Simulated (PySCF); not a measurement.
# CuNCl: structure of the doublet

Aim: relax CuNCl as a doublet from a bent start, check by its vibrations whether the end is a minimum, and collect its spectrum and constants.

The runs use PySCF 2.14.0; PBE0, basis Cu def2-TZVP, N def2-TZVP, Cl def2-TZVP, no relativity, density fitting.

### 1 The system as given

3 atoms, charge 0, spin multiplicity 2.

Bond lengths: Cu1–N2 1.750 Å, Cu1–Cl3 2.110 Å. Angles: N2–Cu1–Cl3 110.0°.

Coordinates in bohr (charge 0 multiplicity 2):
```
Cu    0.0000    0.0000    0.0000
N    -2.7089    0.0000    1.8969
Cl    3.2662    0.0000    2.2869
```

### 2 The SCF at the typed geometry

One driver script runs all steps and calls PySCF; scf.py shows how it sets up the SCF of each step. The optimiser is the driver's own. After this first run the driver tries any further starts and a stability analysis.

scf.py

```python
from pyscf import gto, scf, dft
mol = gto.M(atom='''
Cu     0.000000     0.000000     0.000000
N     -1.433500     0.000000     1.003800
Cl     1.728400     0.000000     1.210200''',
    basis={'Cu': 'def2-TZVP', 'N': 'def2-TZVP', 'Cl': 'def2-TZVP'},
    charge=0, spin=1)
mf = dft.UKS(mol, xc='PBE0')
mf.grids.atom_grid = (50, 194)
aux = {'Cu': 'def2-universal-JKFIT', 'N': 'def2-universal-JKFIT', 'Cl': 'def2-universal-JKFIT'}
mf = mf.density_fit(auxbasis=aux)
mf.conv_tol = 1e-08
mf.diis_space = 10
mf.max_cycle = 60
mf.init_guess = 'minao'
mf.verbose = 4
mf.kernel()
```

The run is started by

```
OMP_NUM_THREADS=4 python axn.py task.json out
```

What it wrote:

```text
[... the frontier levels of the middle cycles are left out ...]
init E= -2154.52693573996
[... the frontier-level lines of each cycle are left out ...]
cycle= 1 E= -2150.26580389304  delta_E= 4.26  |g|= 4.49  |ddm|=  1.6
cycle= 2 E= -2135.08810706876  delta_E= 15.2  |g|= 8.54  |ddm|= 5.83
cycle= 3 E= -2153.8084322202  delta_E= -18.7  |g|= 2.46  |ddm|= 4.95
cycle= 4 E= -2153.93456286523  delta_E= -0.126  |g|= 1.44  |ddm|= 1.32
cycle= 5 E= -2154.73248117822  delta_E= -0.798  |g|= 0.609  |ddm|= 1.53
cycle= 6 E= -2154.73833668299  delta_E= -0.00586  |g|= 0.565  |ddm|= 0.781
cycle= 7 E= -2154.90789631469  delta_E= -0.17  |g|= 0.0974  |ddm|=  0.5
cycle= 8 E= -2154.91155377333  delta_E= -0.00366  |g|= 0.0354  |ddm|= 0.0841
cycle= 9 E= -2154.91423812462  delta_E= -0.00268  |g|= 0.024  |ddm|= 0.0714
cycle= 10 E= -2154.91431751155  delta_E= -7.94e-05  |g|= 0.0241  |ddm|= 0.00223
cycle= 11 E= -2154.90994591768  delta_E= 0.00437  |g|= 0.0213  |ddm|= 0.211
cycle= 12 E= -2154.91018610355  delta_E= -0.00024  |g|= 0.00784  |ddm|= 0.0255
cycle= 13 E= -2154.9104490046  delta_E= -0.000263  |g|= 0.00577  |ddm|= 0.0267
cycle= 14 E= -2154.91062608644  delta_E= -0.000177  |g|= 0.00533  |ddm|= 0.0194
[... 4 cycles left out ...]
cycle= 19 E= -2154.91158205348  delta_E= -2.44e-05  |g|= 0.000659  |ddm|= 0.023
cycle= 20 E= -2154.91158203398  delta_E= 1.95e-08  |g|= 0.00126  |ddm|= 0.00591
cycle= 21 E= -2154.91158253618  delta_E= -5.02e-07  |g|= 0.000853  |ddm|= 0.00394
cycle= 22 E= -2154.91158551988  delta_E= -2.98e-06  |g|= 0.000262  |ddm|= 0.00618
cycle= 23 E= -2154.911585372  delta_E= 1.48e-07  |g|= 0.000369  |ddm|= 0.00153
cycle= 24 E= -2154.91158555261  delta_E= -1.81e-07  |g|= 0.000341  |ddm|= 0.000967
cycle= 25 E= -2154.91158502615  delta_E= 5.26e-07  |g|= 0.000586  |ddm|= 0.00164
cycle= 26 E= -2154.91158576721  delta_E= -7.41e-07  |g|= 0.000183  |ddm|= 0.00384
cycle= 27 E= -2154.9115857198  delta_E= 4.74e-08  |g|= 0.000229  |ddm|= 0.000689
cycle= 28 E= -2154.9115857392  delta_E= -1.94e-08  |g|= 0.000258  |ddm|= 0.000179
cycle= 29 E= -2154.91158569239  delta_E= 4.68e-08  |g|= 0.00025  |ddm|= 0.000295
cycle= 30 E= -2154.91158556132  delta_E= 1.31e-07  |g|= 0.000175  |ddm|= 0.000712
cycle= 31 E= -2154.91158551016  delta_E= 5.12e-08  |g|= 7.25e-05  |ddm|= 0.000956
cycle= 32 E= -2154.91158550473  delta_E= 5.44e-09  |g|= 4.4e-05  |ddm|= 0.000475
Extra cycle  E= -2154.91158550076  delta_E= 3.97e-09  |g|= 0.000165  |ddm|= 0.00011
converged SCF energy = -2154.91158550076  <S^2> = 0.95693054  2S+1 = 2.1972078
```

This step, with its further starts and checks, took 21 s on 4 threads of Arm Neoverse N1, shared host.

Energies from each starting density:

| start | energy (Eh) |
| --- | --- |
| the minimal-basis guess | -2154.911586 |
| a thermally smeared density | -2154.932391 |
| a smeared PBE density | -2154.932391 |

The first run landed in a state that is too high. Following the other starts and the instabilities gains 54.6 kJ/mol (-2154.93239 Eh), and the work goes on from there.

### 3 Relaxing the doublet from the bent start

The program finds Cs symmetry in the start, which this walk keeps. The walk stops when the largest gradient is under 0.0003 Eh/bohr and the energy has settled too.

scf.py: that of step 2 with these lines changed.

```diff
@@ -3,3 +3,3 @@
-Cu     0.000000     0.000000     0.000000
-N     -1.433500     0.000000     1.003800
-Cl     1.728400     0.000000     1.210200''',
+Cu    -0.360735     0.000000    -0.503796
+N     -1.794235     0.000000     0.500004
+Cl     1.367665     0.000000     0.706404''',
@@ -15 +14,0 @@
-mf.init_guess = 'minao'
```

Energy and gradient, step by step:

| step | energy (Eh) | change (kJ/mol) | largest symmetric gradient (Eh/bohr) |
| --- | --- | --- | --- |
| 0 | -2154.932391 | 0.00 | 0.01593 |
| 1 | -2154.934478 | -5.48 | 0.00851 |
| 2 | -2154.937714 | -13.98 | 0.01397 |
| 3 | -2154.938421 | -15.83 | 0.01279 |
| 4 | -2154.940406 | -21.04 | 0.00536 |
| 5 | -2154.940766 | -21.99 | 0.00441 |
| 6 | -2154.940958 | -22.49 | 0.00111 |
| 7 | -2154.940970 | -22.53 | 0.00087 |
| 8 | -2154.940973 | -22.53 | 0.00012 |

The walk took 29 s.

Geometry (Å) and forces (eV/Å) at some steps:

```
step 0
Cu  -0.361   0.000  -0.504   0.818   0.000   0.212
N   -1.794   0.000   0.500  -0.819   0.000   0.141
Cl   1.368   0.000   0.706   0.002   0.000  -0.353
step 1
Cu  -0.346   0.000  -0.468   0.369   0.000   0.349
N   -1.844   0.000   0.483  -0.438   0.000  -0.083
Cl   1.403   0.000   0.688   0.068   0.000  -0.265
step 4
Cu  -0.345   0.000  -0.185   0.160   0.000   0.271
N   -2.060   0.000   0.323   0.116   0.000  -0.101
Cl   1.618   0.000   0.565  -0.275   0.000  -0.169
step 8
Cu  -0.346   0.000  -0.070  -0.003   0.000  -0.002
N   -2.089   0.000   0.259  -0.002   0.000  -0.002
Cl   1.648   0.000   0.513   0.006   0.000   0.004
```

It settles in Cs symmetry, 22.5 kJ/mol below the start, after 8 steps: Cu–Cl 2.078 Å, Cu–N 1.774 Å; Cl–Cu–N 153.0°.

### 4 Hessian and properties

The point is checked on the finer grid, and tightened if its gradient asks for it. The Hessian and the dipole derivatives come from central differences of analytic gradients, with steps of 0.02 bohr.

scf.py: that of step 3 with these lines changed.

```diff
@@ -3,3 +3,3 @@
-Cu    -0.360735     0.000000    -0.503796
-N     -1.794235     0.000000     0.500004
-Cl     1.367665     0.000000     0.706404''',
+Cu    -0.405590     0.000000    -0.220349
+N     -2.149470     0.000000     0.103901
+Cl     1.591063     0.000000     0.358640''',
@@ -9 +9 @@
-mf.grids.atom_grid = (50, 194)
+mf.grids.atom_grid = (75, 302)
@@ -12 +12 @@
-mf.conv_tol = 1e-08
+mf.conv_tol = 1e-10
```

This SCF starts from the last density.

Log of the central SCF (cycles and frontier levels):

```text
init E= -2154.94090982783
[... the frontier-level lines of each cycle are left out ...]
cycle= 1 E= -2154.94090982771  delta_E= 1.22e-10  |g|= 2.56e-05  |ddm|= 1.11e-05
cycle= 2 E= -2154.94090982564  delta_E= 2.07e-09  |g|= 0.000106  |ddm|= 4.32e-05
cycle= 3 E= -2154.94090982785  delta_E= -2.22e-09  |g|= 1.56e-06  |ddm|= 3.37e-05
cycle= 4 E= -2154.94090982786  delta_E= -1.82e-12  |g|= 6.79e-07  |ddm|= 1.51e-06
Extra cycle  E= -2154.94090982785  delta_E= 8.64e-12  |g|= 8.41e-07  |ddm|= 2.62e-06
converged SCF energy = -2154.94090982785  <S^2> = 1.6420394  2S+1 = 2.7510285
```

The whole step took 83 s.

Geometry: Cs; Cu–Cl 2.079 Å, Cu–N 1.774 Å; Cl–Cu–N 153.3°.

Harmonic modes (main isotopes):

```json
{"symmetry": "a'", "ω (cm⁻¹)": "87", "IR (km/mol)": "11.9", "μ (u)": "21.75"}
{"symmetry": "a'", "ω (cm⁻¹)": "394", "IR (km/mol)": "22.1", "μ (u)": "31.79"}
{"symmetry": "a'", "ω (cm⁻¹)": "604", "IR (km/mol)": "30.5", "μ (u)": "17.57"}
```

Every mode is real; the point is a minimum.

Properties at this point:

* Dipole moment: 2.00 D
* Highest occupied level: -8.53 eV
* Lowest empty level: -5.49 eV
* Rotational constants: 3.717, 0.1011, 0.09842 cm⁻¹
* Zero-point energy: 6.5 kJ/mol
* Principal polarisabilities: 26.5, 28.9, 101.8 bohr³
* Atomisation energy without zero-point energy: 408 kJ/mol
* Principal traceless quadrupole moments about the centre of mass: -7.18, 3.09, 4.09 D Å
* Entropy at 298.15 K and 1 bar (electronic part: spin only): 292.5 J/(mol K)
* Heat capacity Cp at 298.15 K: 51.9 J/(mol K)
* Enthalpy at 298.15 K above 0 K: 13.15 kJ/mol
* Rotational symmetry number: 1
* Spin squared ⟨S²⟩: 1.642

Populations by atom (charges in e):

| atom | Mulliken | Löwdin | polar tensor | spin (Mulliken) | Mayer order to Cu1 |
| --- | --- | --- | --- | --- | --- |
| Cu1 | 0.48 | 0.02 | 0.81 | -0.34 | – |
| N2 | -0.15 | -0.05 | -0.28 | 1.48 | 1.16 |
| Cl3 | -0.33 | 0.03 | -0.53 | -0.14 | 1.03 |

Outer orbital energies (eV). α occupied: -11.16, -11.15, -10.85, -10.06, -9.83, -9.25, -8.69, -8.53; empty: -5.49, -0.77, 2.17, 2.25. β occupied: -12.32, -11.70, -11.39, -11.38, -9.66, -9.23, -8.76, -8.62; empty: -3.79, -3.54, -0.59, 2.45.

Mulliken populations on Cu1: s 6.64, p 12.34, d 9.54, f 0.00.

### 5 Summary of results

```
                                          quantity                                        value
                                           minimum               broken-symmetry (Ms = 1/2), Cs
                                          geometry  Cu–Cl 2.079 Å, Cu–N 1.774 Å; Cl–Cu–N 153.3°
                                wavenumbers (cm⁻¹)                  87 (a'), 394 (a'), 604 (a')
                                     dipole moment                                       2.00 D
highest occupied, lowest empty level (either spin)                              -8.53, -5.49 eV
                        polar-tensor charge of Cu1                                      +0.81 e
                                 zero-point energy                                   6.5 kJ/mol
                               entropy at 298.15 K                              292.5 J/(mol K)
         atomisation energy (no zero-point energy)                                   408 kJ/mol
                                              ⟨S²⟩                                        1.642
```

The molecule stays Cs, as typed, and the end point is a minimum. The determinant is spin-contaminated (⟨S²⟩ = 1.64 against 0.75), so it is no pure spin state. The strongest infrared band lies at 604 cm⁻¹ (a', stretch). The first SCF alone would have been 55 kJ/mol too high. Other starts or spin states, not run here, may lie lower. One determinant may miss the lowest occupation of an open d or f shell.

The search up to here took 2.2 min.
